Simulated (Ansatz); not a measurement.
# V (Im-3m): equation of state

Aim: the bulk modulus of V (Im-3m) from energies at several volumes around the relaxed one.

Method: DFT r²SCAN, scalar-relativistic, plane waves, PAW, in Ansatz 0.2.0.

## 1. The system as given

Symmetry: Im-3m, No. 229, cubic system. The conventional cell has a = 2.982 Å, b = 2.982 Å, c = 2.982 Å, α = 90.00°, β = 90.00°, γ = 90.00°. V (site symmetry m-3m) has 8 V at 2.58 Å as nearest neighbours.

As a file:

```cif
data_structure
_symmetry_space_group_name_H-M 'P 1'
_symmetry_Int_Tables_number 1
_cell_length_a 2.5826
_cell_length_b 2.5826
_cell_length_c 2.5826
_cell_angle_alpha 109.471
_cell_angle_beta 109.471
_cell_angle_gamma 109.471
_cell_volume 13.26
loop_
_atom_site_label
_atom_site_type_symbol
_atom_site_fract_x
_atom_site_fract_y
_atom_site_fract_z
_atom_site_occupancy
V1 V 0.00000 0.00000 0.00000 1
```

This cell comes from an earlier session at r²SCAN: 13.259 Å³/atom at 0.00 GPa, on a 20×20×20 mesh.

Volume factors to run: 0.980, 1.020, 0.960, 1.040.

## 2. Scaling the volume by 0.980

The input, input.yaml:

```yaml
crystal:
  lattice:
    - [-1.4810303332, 1.4810303332, 1.4810303332]
    - [1.4810303332, -1.4810303332, 1.4810303332]
    - [1.4810303332, 1.4810303332, -1.4810303332]
  atoms:
    - { symbol: V, position: [0.0, 0.0, 0.0] }
basis:
  ecutwfc: 500
  ecutrho_ratio: 4
kpoints:
  mp_grid: { grid: [20, 20, 20] }
hamiltonian:
  xc: r2scan
scf:
  occupations: { method: gaussian, width: 0.05 }
output:
  forces: true
  stress: true
  eigenvalues: true
```

Started as:

```bash
ansatz run input.yaml --threads 1 --pin off --max-ram 2560MiB --backend cpu --events-out ev --progress --plain --runs-dir out
```

The runs that follow: At 1.020 of the relaxed volume; At 0.960 of the relaxed volume; Volume × 1.040.

Q: Predict the outcome of this session. Wanted: V0; B0; B0′; scatter of the fit.

The runs gave:

```
          quantity           value
                V0  13.260 Å³/atom
                B0         197 GPa
               B0′             3.7
scatter of the fit  0.011 meV/atom
```

What this shows: The fitted minimum lies at 13.26 Å³/atom, and the bulk modulus is 197 GPa. One per cent of compression takes about 2.0 GPa. These are values at 0 K without zero-point motion. Spin polarisation wasn't allowed in this run.
